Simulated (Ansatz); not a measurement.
# WNH+ (sextet): the correlation ladder, def2-QZVPP

One table from this session's results is given with a row withheld; the runs are named, their logs left out.

The runs use Ansatz 0.2.0, Gaussian basis; def2-QZVPP, core rule «outside noble gas», up to 5 orbitals frozen.

The runs, in order: UHF; ROHF; CCSD(T) on UHF.

**The geometry**

The geometry is a PBE0/def2-TZVP stationary point (not a proven minimum) of the parent state, kept for this charge and spin. No spin-orbit coupling is included. Elements past krypton take def2 core potentials.

3 atoms, charge 1, spin multiplicity 6.

Atoms are counted from 1 here; the program's logs count them from 0.

Bond lengths: W1–N2 1.681 Å, N2–H3 1.018 Å. Angles: W1–N2–H3 180.0°.

The first run:

Input file in.yaml:

```yaml
crystal:
  periodic: [false, false, false]
  atoms:
    - {symbol: W, position_ang: [0.000000, 0.000000, 1.460058]}
    - {symbol: N, position_ang: [0.000000, 0.000000, -0.220962]}
    - {symbol: H, position_ang: [0.000000, 0.000000, -1.239096]}
basis:
  gaussian: {orbitals: "def2-QZVPP.json"}
total_charge: 1
magnetization: {spin_polarized: true, initial_magnetization: 5}
hamiltonian: {xc: hf}
output: {orbitals: {seedname: orbitals}}
```

Launch:

```console
ansatz run in.yaml --threads 1 --pin off --events-out ev --progress --plain --max-ram 2816MiB --backend cpu
```

Steps of the session up to this table: UHF; ROHF; CCSD(T) on UHF.

One of the session's tables, all rows but one given; the rest of the session is left out.

It belongs to the step «Misses and costs». 

| method | from UCCSD(T) (kJ/mol) |
| --- | --- |
| ROHF | +830.6 |
| UHF | +803.9 |
| UMP2 | +75.8 |
| UCCSD | ? |
| UCCSD(T) | 0 |

Estimate the missing values for UCCSD.

**Answer.** from UCCSD(T) (kJ/mol): +36.5. In the column «from UCCSD(T) (kJ/mol)» it lies between UCCSD(T) (0) and UMP2 (+75.8).
